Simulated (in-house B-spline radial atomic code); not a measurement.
# Nb²⁺: excited configurations

How much energy does it take to promote electrons of Nb²⁺ to other shells? Each configuration is solved by itself and compared with the reference.

Program: in-house B-spline radial atomic code version 1. Level of theory: scalar-relativistic (spin-free one-electron X2C) TPSS, spin-polarised, spherical fractional occupations, Fermi nucleus, basis-set limit. These are calculated values, not measurements, unless marked.

### Step 1. The atom as given

```
element       : niobium (Z = 41)
charge        : +2
electrons     : 39
configuration : [Kr] 4d3
Hamiltonian   : scalar-relativistic (X2C)
nucleus       : Fermi, rms radius 4.324 fm
```

The outer shells:

[Kr] 4d3
```
[Kr] core
4d [↑ ][↑ ][↑ ][  ][  ]
```

Where spins are not typed, each open shell is filled with up spins first.

### Step 2. The reference configuration

The run's settings:

```ini
Z = 41
electrons = 39.0
configuration = [Kr] 4d3
hamiltonian = x2c
method = tpss,tpss
spin_polarised = True
nucleus = fermi
rms_radius = 4.324
mass_number = 93
atomic_mass = 92.90637317
speed_of_light = 137.035999084
```

### Step 3. Run with [Kr] 4d2 5f1

The settings differ from step 2 so:

```diff
@@ -2,3 +2,3 @@
 electrons = 39.0
-configuration = [Kr] 4d3
+configuration = [Kr] 4d2 5f1
 hamiltonian = x2c
```

### Step 4. Run with [Ar] 3d10 4s2 4p5 4d3 5s1

The settings differ from step 3 so:

```diff
@@ -2,3 +2,3 @@
 electrons = 39.0
-configuration = [Kr] 4d2 5f1
+configuration = [Ar] 3d10 4s2 4p5 4d3 5s1
 hamiltonian = x2c
```

### Step 5. [Ar] 3d9 4s2 4p6 4d3 5f1

The settings differ from step 4 so:

```diff
@@ -2,3 +2,3 @@
 electrons = 39.0
-configuration = [Ar] 3d10 4s2 4p5 4d3 5s1
+configuration = [Ar] 3d9 4s2 4p6 4d3 5f1
 hamiltonian = x2c
```

### Step 6. Configuration [Ar] 3d10 4s2 4p5 4d3 4f1

The settings differ from step 5 so:

```diff
@@ -2,3 +2,3 @@
 electrons = 39.0
-configuration = [Ar] 3d9 4s2 4p6 4d3 5f1
+configuration = [Ar] 3d10 4s2 4p5 4d3 4f1
 hamiltonian = x2c
```

### Step 7. Run with [Ar] 3d9 4s2 4p6 4d4

The settings differ from step 6 so:

```diff
@@ -2,3 +2,3 @@
 electrons = 39.0
-configuration = [Ar] 3d10 4s2 4p5 4d3 4f1
+configuration = [Ar] 3d9 4s2 4p6 4d4
 hamiltonian = x2c
```

How far above the reference does each configuration lie (order and size, in eV)?

As calculated:

| net move | configuration | 2|M_S|+1 | energy above the reference (eV) | largest <r> (bohr) |
| --- | --- | --- | --- | --- |
| 4d → 5f | [Kr] 4d2 5f1 | 4 | 19.746 | 9.05 |
| 4p → 5s | [Ar] 3d10 4s2 4p5 4d3 5s1 | 6 | 34.673 | 2.88 |
| 4p → 4f | [Ar] 3d10 4s2 4p5 4d3 4f1 | 6 | 49.062 | 5.17 |
| 3d → 4d | [Ar] 3d9 4s2 4p6 4d4 | 6 | 202.00 | 1.71 |
| 3d → 5f | [Ar] 3d9 4s2 4p6 4d3 5f1 | 6 | 224.16 | 8.87 |

**Reading.** The energies run from 19.746 eV (4d → 5f) to 224.16 eV (3d → 5f). 4 of them lie more than 60 % above minus the reference's highest level (19.838 eV), in the range where a state can decay by emitting an electron. The reference has 2|M_S|+1 = 4; 4 of the configurations differ from it in spin. These are spherical averages at the typed spins, not spectroscopic levels.
